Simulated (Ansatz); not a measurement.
**CH4GeN+ (SMILES [CH+]=[N][GeH3]): functionals against CCSD(T) at one geometry**

How do the functionals fare away from a minimum? The structure is a structure displaced at random from a GFN2-xTB minimum.

The runs use Ansatz 0.2.0, Gaussian basis; single points in def2-TZVPP.

Cores are frozen in the correlated methods. Filled d shells of the heavier atoms are correlated.

### 1 Where the work starts

SMILES `[CH+]=[N][GeH3]`, 7 atoms, charge 1, spin multiplicity 1.

Atoms are counted from 1 here; the program's logs count them from 0.

Bond lengths: C1–N2 1.159 Å, C1–H4 1.099 Å, N2–Ge3 1.945 Å, Ge3–H5 1.408 Å, Ge3–H6 1.478 Å, Ge3–H7 1.490 Å. Angles: N2–C1–H4 177.5°, C1–N2–Ge3 176.8°, N2–Ge3–H5 97.5°, N2–Ge3–H6 97.9°, N2–Ge3–H7 97.2°, H5–Ge3–H6 114.9°, H5–Ge3–H7 118.6°, H6–Ge3–H7 121.4°.

As a file:

```xyz
7
charge 1, multiplicity 1
C    -0.7076   -1.7126    0.1849
N    -0.3025   -0.6327    0.0710
Ge    0.4765    1.1413   -0.0998
H    -1.1345   -2.7178    0.3057
H     0.0364    1.4097   -1.4098
H    -0.3012    1.8072    0.9668
H     1.8963    0.7412    0.1081
```

### 2 CCSD(T)/def2-TZVPP

run/in.yaml reads:

```yaml
crystal:
  periodic: [false, false, false]
  atoms:
    - {symbol: C, position_ang: [-0.707600, -1.712600, 0.184900]}
    - {symbol: N, position_ang: [-0.302500, -0.632700, 0.071000]}
    - {symbol: Ge, position_ang: [0.476500, 1.141300, -0.099800]}
    - {symbol: H, position_ang: [-1.134500, -2.717800, 0.305700]}
    - {symbol: H, position_ang: [0.036400, 1.409700, -1.409800]}
    - {symbol: H, position_ang: [-0.301200, 1.807200, 0.966800]}
    - {symbol: H, position_ang: [1.896300, 0.741200, 0.108100]}
basis:
  gaussian: {orbitals: def2-TZVPP}
total_charge: 1
correlation: {method: ccsd_t}
output: {forces: true}
```

The command line of these runs was not kept.

### 3 PBE0-D4/def2-TZVPP

Changes to run/in.yaml since step 2:

```diff
@@ -13,3 +13,3 @@
 total_charge: 1
-correlation: {method: ccsd_t}
-output: {forces: true}
+hamiltonian: {xc: pbe0, dispersion: d4}
+output: {forces: true, orbitals: {seedname: orbitals}}
```

### 4 wB97M-V/def2-TZVPP

Changes to run/in.yaml since step 3:

```diff
@@ -13,3 +13,3 @@
 total_charge: 1
-hamiltonian: {xc: pbe0, dispersion: d4}
-output: {forces: true, orbitals: {seedname: orbitals}}
+hamiltonian: {xc: {name: wB97M-V}}
+output: {forces: true}
```

### 5 r2SCAN-D4/def2-TZVPP

Changes to run/in.yaml since step 4:

```diff
@@ -13,3 +13,3 @@
 total_charge: 1
-hamiltonian: {xc: {name: wB97M-V}}
+hamiltonian: {xc: r2scan, dispersion: d4}
 output: {forces: true}
```

### 6 PBE-D4/def2-TZVPP

Changes to run/in.yaml since step 5:

```diff
@@ -13,3 +13,3 @@
 total_charge: 1
-hamiltonian: {xc: r2scan, dispersion: d4}
+hamiltonian: {xc: pbe, dispersion: d4}
 output: {forces: true}
```

### 7 SPW92/def2-TZVPP

Changes to run/in.yaml since step 6:

```diff
@@ -13,3 +13,3 @@
 total_charge: 1
-hamiltonian: {xc: pbe, dispersion: d4}
+hamiltonian: {xc: lda}
 output: {forces: true}
```

### 8 BHLYP-D4/def2-TZVPP

Changes to run/in.yaml since step 7:

```diff
@@ -13,3 +13,3 @@
 total_charge: 1
-hamiltonian: {xc: lda}
+hamiltonian: {xc: {name: BHLYP}, dispersion: d4}
 output: {forces: true}
```

(Steps that only read results are left out.)

**Question.** What will these runs give? Wanted: energy less free atoms, CCSD(T)/def2-TZVPP; RMS force component; RMS force error; HOMO and LUMO, PBE0-D4; T1 diagnostic.

The runs gave:

| quantity | value |
| --- | --- |
| energy less free atoms, CCSD(T)/def2-TZVPP | -1568.3 kJ/mol |
| RMS force component | 0.832 to 1.493 eV/Å over the methods |
| RMS force error | PBE0-D4 0.461, wB97M-V 0.524, r2SCAN-D4 0.289, PBE-D4 0.137, SPW92 0.310, BHLYP-D4 0.910 eV/Å |
| HOMO and LUMO, PBE0-D4 | -15.43 and -6.71 eV |
| T1 diagnostic | 0.013 |

**Reading.** Against CCSD(T) the functionals' energies less atoms differ by -369.9 to +36.5 kJ/mol, PBE-D4 by -77.9 kJ/mol. A larger basis would deepen the CCSD(T) value, while the functionals are nearly converged already, so the order here is not reliable. On forces the order runs from PBE-D4 to BHLYP-D4. Frozen-core CCSD(T) forces in triple zeta carry basis errors of their own, and this is one geometry, so small gaps rank nothing.
